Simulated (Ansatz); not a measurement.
# SnH2O2 (SMILES [OH][Sn][OH]): single points off equilibrium

An exercise on one series of results from a longer session: the logs are not shown, and one member is left open.

The runs use Ansatz 0.2.0, Gaussian basis; single points in def2-TZVPP.

Cores are frozen in the correlated methods. Filled d shells of the heavier atoms are correlated. Core potentials replace the inner electrons past krypton, and spin-orbit coupling is left out.

### Where the work starts

SMILES `[OH][Sn][OH]`, 5 atoms, charge 0, spin multiplicity 1.

Atoms are counted from 1 here; the program's logs count them from 0.

Bond lengths: O1–Sn2 2.006 Å, O1–H4 1.012 Å, Sn2–O3 2.074 Å, O3–H5 0.969 Å. Angles: Sn2–O1–H4 127.7°, O1–Sn2–O3 92.1°, Sn2–O3–H5 132.2°.

Geometry (Å):

```
O    -1.0821    0.0722   -0.6167
Sn   -0.1437   -1.0472    0.7589
O     1.5961    0.0693    0.5895
H    -2.0231   -0.0438   -0.9714
H     1.8034    0.8804    0.1019
```

Set-up of the first run:

run/in.yaml reads:

```yaml
crystal:
  periodic: [false, false, false]
  atoms:
    - {symbol: O, position_ang: [-1.082100, 0.072200, -0.616700]}
    - {symbol: Sn, position_ang: [-0.143700, -1.047200, 0.758900]}
    - {symbol: O, position_ang: [1.596100, 0.069300, 0.589500]}
    - {symbol: H, position_ang: [-2.023100, -0.043800, -0.971400]}
    - {symbol: H, position_ang: [1.803400, 0.880400, 0.101900]}
basis:
  gaussian: {orbitals: def2-TZVPP}
correlation: {method: ccsd_t}
output: {forces: true}
```

The command line of these runs was not kept.

Steps of the session up to this table: CCSD(T)/def2-TZVPP; PBE0-D4/def2-TZVPP; wB97M-V/def2-TZVPP; r2SCAN-D4/def2-TZVPP; PBE-D4/def2-TZVPP; SPW92/def2-TZVPP; B97M-V/def2-TZVPP.

One of the session's tables, all rows but one given; the rest of the session is left out.

| method | RMS force component (eV/Å) | angle to CCSD(T) forces (°) | dipole (D) |
| --- | --- | --- | --- |
| CCSD(T) | 1.085 | reference | 2.86 |
| PBE0-D4 | 1.092 | 4.3 | 2.83 |
| wB97M-V | ? | ? | ? |
| r2SCAN-D4 | 1.018 | 3.8 | 2.67 |
| PBE-D4 | 0.867 | 15.7 | 2.59 |
| SPW92 | 0.968 | 15.6 | 2.62 |
| B97M-V | 1.073 | 8.2 | 2.74 |

**Question.** Estimate the row for wB97M-V.

As computed: RMS force component (eV/Å): 1.089; angle to CCSD(T) forces (°): 3.2; dipole (D): 2.90. In the column «RMS force component (eV/Å)» it lies between CCSD(T) (1.085) and PBE0-D4 (1.092).
